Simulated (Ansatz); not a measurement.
**ClH3OS2Si: up Jacob's ladder to CCSD(T)**

The task here is to estimate one member of a computed series from the others.

Method: functionals in def2-TZVPP, the program's frozen cores in correlated methods; program: Ansatz 0.2.0, Gaussian basis.

Levels to be run: LDA (SPW92), PBE-D4, revPBE-D4, BLYP-D4, r2SCAN-D4, B97M-V, PBE0-D4, B3LYP-D4, r2SCANh-D4, r2SCAN0-D4, HSE06-D4, BHLYP-D4, CAM-B3LYP-D4, LC-ωPBE, ωB97X-V, ωB97M-V, B2PLYP, PBE-QIDH; CCSD(T)/def2-SVP; CCSD(T)/def2-TZVPP; MP2/def2-QZVPP; extrapolation to the limit; RPA on PBE.

## Structure used throughout

All runs share one geometry, relaxed beforehand with PBE0-D4 in a triple-zeta def2 set.

SMILES `O[Si](S)(S)Cl`, 8 atoms, charge 0, spin multiplicity 1.

Atoms are counted from 1 here; the program's logs count them from 0.

Bond lengths: O1–Si2 1.628 Å, O1–H6 0.960 Å, Si2–S3 2.111 Å, Si2–S4 2.121 Å, Si2–Cl5 2.051 Å, S3–H7 1.344 Å, S4–H8 1.345 Å. Angles: Si2–O1–H6 117.5°, O1–Si2–S3 102.2°, O1–Si2–S4 114.6°, O1–Si2–Cl5 110.7°, S3–Si2–S4 114.1°, S3–Si2–Cl5 113.2°, S4–Si2–Cl5 102.5°, Si2–S3–H7 92.7°, Si2–S4–H8 93.0°.

Set-up of the first run:

File in.yaml:

```yaml
crystal:
  periodic: [false, false, false]
  atoms:
    - {symbol: O, position_ang: [-0.852550, 1.199570, 0.861010]}
    - {symbol: Si, position_ang: [-0.010431, 0.282667, -0.187846]}
    - {symbol: S, position_ang: [1.905450, 0.239989, 0.697792]}
    - {symbol: S, position_ang: [-0.841506, -1.635200, -0.547822]}
    - {symbol: Cl, position_ang: [-0.019642, 1.126988, -2.057166]}
    - {symbol: H, position_ang: [-1.765898, 1.397079, 0.642896]}
    - {symbol: H, position_ang: [2.368176, -0.648880, -0.197576]}
    - {symbol: H, position_ang: [-0.691500, -2.019312, 0.732811]}
basis:
  gaussian: {orbitals: def2-TZVPP}
hamiltonian: {xc: lda}
output: {orbitals: {seedname: orbitals}}
```

Among the steps run: LDA; PBE-D4 (GGA); revPBE-D4 (GGA); BLYP-D4 (GGA); r2SCAN-D4 (meta-GGA); B97M-V (meta-GGA); PBE0-D4 (hybrid); B3LYP-D4 (hybrid); r2SCANh-D4 (hybrid); r2SCAN0-D4 (hybrid); HSE06-D4 (hybrid); BHLYP-D4 (hybrid); CAM-B3LYP-D4 (range-separated); LC-ωPBE (range-separated); ωB97X-V (range-separated); ωB97M-V (range-separated); B2PLYP (double hybrid); PBE-QIDH (double hybrid).

One of the session's tables, all rows but one given; the rest of the session is left out.

It belongs to the step «Frontier levels by functional». 

```
  functional  HOMO (eV)  gap (eV)
 LDA (SPW92)      -6.56      5.26
      PBE-D4      -6.44      5.33
   revPBE-D4      -6.39      5.36
     BLYP-D4      -6.25      5.27
   r2SCAN-D4      -6.74      5.90
      B97M-V      -6.82      5.97
     PBE0-D4          ?         ?
    B3LYP-D4      -7.42      7.02
  r2SCANh-D4      -7.20      6.69
  r2SCAN0-D4      -7.88      7.88
    HSE06-D4      -7.29      6.74
    BHLYP-D4      -8.77      9.59
CAM-B3LYP-D4      -8.99      9.92
     LC-ωPBE     -10.42     12.54
     ωB97X-V     -10.04     12.03
     ωB97M-V      -9.85     11.59
```

Q: Estimate the row for PBE0-D4 from the others.

As computed: HOMO (eV): -7.69; gap (eV): 7.52. In the column «HOMO (eV)» it lies between r2SCAN0-D4 (-7.88) and B3LYP-D4 (-7.42).
